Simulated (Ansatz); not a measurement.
# PtF: the cost of one run

Program: Ansatz 0.2.0. Level of theory: DFT PBE, scalar-relativistic, plane waves, PAW. These are calculated values, not measurements.

The COD cell was measured well above room temperature, so it is larger than a cold one.

2 further runs of the same task are left out: 2 set aside as unsound or not needed.

### Step 1. Starting point

Symmetry: Cmcm, No. 63, orthorhombic system. The conventional cell has a = 3.403 Å, b = 9.418 Å, c = 3.427 Å, α = 90.00°, β = 90.00°, γ = 90.00°. Pt (site symmetry m2m) is surrounded by 5 F at 2.16 to 2.43 Å. F (site symmetry m2m) has 5 Pt at 2.16 to 2.43 Å as nearest neighbours.

Coordinates:

```cif
data_structure
_symmetry_space_group_name_H-M 'Cmcm'
_symmetry_Int_Tables_number 63
_cell_length_a 3.4029
_cell_length_b 9.4179
_cell_length_c 3.4267
_cell_angle_alpha 90.000
_cell_angle_beta 90.000
_cell_angle_gamma 90.000
_cell_volume 109.82
loop_
_atom_site_label
_atom_site_type_symbol
_atom_site_symmetry_multiplicity
_atom_site_Wyckoff_symbol
_atom_site_fract_x
_atom_site_fract_y
_atom_site_fract_z
_atom_site_occupancy
Pt1 Pt 4 c 0.50000 0.62000 0.25000 1
F1 F 4 c 0.50000 0.84900 0.25000 1
```

This is candidate A: SnS type (Cmcm, No. 63).

(A quick probe on a coarse mesh, which set the mesh and smearing, is not shown.)

### Step 3. Coarse relaxation (candidate A)

File input.yaml:

```yaml
crystal:
  lattice:
    - [1.7014649853, -4.7089725244, 0.0]
    - [1.7014649853, 4.7089725244, 0.0]
    - [0.0, 0.0, 3.4267209468]
  atoms:
    - { symbol: Pt, position: [0.88, 0.12, 0.25], spin: 0.89 }
    - { symbol: Pt, position: [0.12, 0.88, 0.75], spin: 0.89 }
    - { symbol: F, position: [0.651, 0.349, 0.25], spin: 0.18 }
    - { symbol: F, position: [0.349, 0.651, 0.75], spin: 0.18 }
basis:
  ecutwfc: 420
kpoints:
  mp_grid: { grid: [6, 6, 6] }
hamiltonian:
  xc: pbe
scf:
  occupations: { method: gaussian, width: 0.1 }
  lower_state_search: "off"
output:
  forces: true
  stress: true
  eigenvalues: true
  populations: true
magnetization:
  spin_polarized: true
relax:
  adjacent_minimum: "off"
  f_tol: 0.04
  max_steps: 70
  cell: { stress_tol: 0.4 }
```

On the command line:

```
$ ansatz run input.yaml --threads 1 --pin off --max-ram 2560MiB --backend cpu --events-out ev --progress --plain --runs-dir out
```

What time and memory should one allow on 1 thread of Arm Neoverse V1, shared host?

About 2.9 min, with a peak of 0.43 GiB.
